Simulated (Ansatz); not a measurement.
# BrH3OSiSn: vertical spin-state energies in Python

Wanted for BrH3OSiSn: vertical spin-state energies. SMILES: [Br][SnH]1[O][SiH2]1.

Computed with the Python package of Ansatz 0.2.0. Level of theory: PBE/def2-SVP.

**1. Starting point**

Bond lengths: Br1–Sn2 2.470 Å, Sn2–O3 1.981 Å, Sn2–Si4 2.522 Å, O3–Si4 1.704 Å, Sn2–H5 1.754 Å, Si4–H6 1.512 Å, Si4–H7 1.424 Å. Angles: Br1–Sn2–O3 107.1°, Br1–Sn2–Si4 115.5°, Br1–Sn2–H5 121.3°, O3–Sn2–Si4 42.4°, O3–Sn2–H5 108.1°, Si4–Sn2–H5 122.3°, Sn2–O3–Si4 86.0°, Sn2–Si4–O3 51.6°, Sn2–Si4–H6 112.6°, Sn2–Si4–H7 118.7°, O3–Si4–H6 107.4°, O3–Si4–H7 115.2°, H6–Si4–H7 126.6°.

brh3osisn.xyz, read by the script:

```xyz
7

Br   -2.90300    0.97600   -0.04140
Sn   -0.47940    0.96830   -0.51660
O     0.42680    0.23070    1.08360
Si    0.74500   -1.14140    0.12400
H     0.36090    2.43280   -0.99290
H    -0.18990   -2.23870    0.58060
H     2.10090   -1.29570   -0.28310
```

**2. Script**

Contents of brh3osisn.py:

```python
"""Vertical spin-state energies of BrH3OSiSn."""

import ansatz as az

BASIS = "def2-SVP"
XC = "pbe"

system = az.Crystal.molecule_from_extxyz("brh3osisn.xyz")

calc = system.calculation().basis(gaussian=BASIS).functional(XC)
found = {}
for unpaired in [0, 2]:
    rep = calc.spin("collinear", total=unpaired).run().report
    s = unpaired / 2
    found[unpaired] = rep["free_energy_ev"]
    print(f"2S+1 = {unpaired + 1}: E = {found[unpaired]:.5f} eV, <S^2> = {abs(rep['mean_field']['state']['spin_squared']):.3f} (pure state {s * (s + 1):.2f})")
lowest = min(found, key=found.get)
for unpaired, e in found.items():
    print(f"multiplicity {unpaired + 1}: {23.060548 * (e - found[lowest]):.1f} kcal/mol above the lowest")
```

**3. What the engine is handed**

The engine receives this input (first run):

```yaml
crystal:
  periodic: [false, false, false]
  atoms:
    - { symbol: Br, position_ang: [-2.903, 0.976, -0.0414] }
    - { symbol: Sn, position_ang: [-0.4794, 0.9683, -0.5166] }
    - { symbol: O, position_ang: [0.4268, 0.2307, 1.0836] }
    - { symbol: Si, position_ang: [0.745, -1.1414, 0.124] }
    - { symbol: H, position_ang: [0.3609, 2.4328, -0.9929] }
    - { symbol: H, position_ang: [-0.1899, -2.2387, 0.5806] }
    - { symbol: H, position_ang: [2.1009, -1.2957, -0.2831] }
basis:
  gaussian:
    orbitals: def2-SVP
hamiltonian:
  xc: pbe
magnetization:
  spin_polarized: true
  initial_magnetization: 0.0
```

**4. The run**

On the command line:

```console
> python brh3osisn.py
```

**Question.** Which spin state is lowest at this geometry, and how far above lie the others?

The runs gave:

| quantity | value |
| --- | --- |
| runs compared | 2 |
| lowest | run 1 (2S+1 = 1) |
| next above it by | 2.010 eV |

What this shows: In order: multiplicity 1 (+0.00 eV) and multiplicity 3 (+2.01 eV), all at the one geometry. What to keep in mind:
- The geometry is a force-field or estimated start, not a minimum of this method, and the basis set is short of its limit. All parts are taken at fixed geometry, without zero-point energy.
- def2 sets replace the cores of elements past krypton by effective core potentials.
- Spin-orbit coupling, which mixes and shifts the spin states of heavy atoms, is left out.
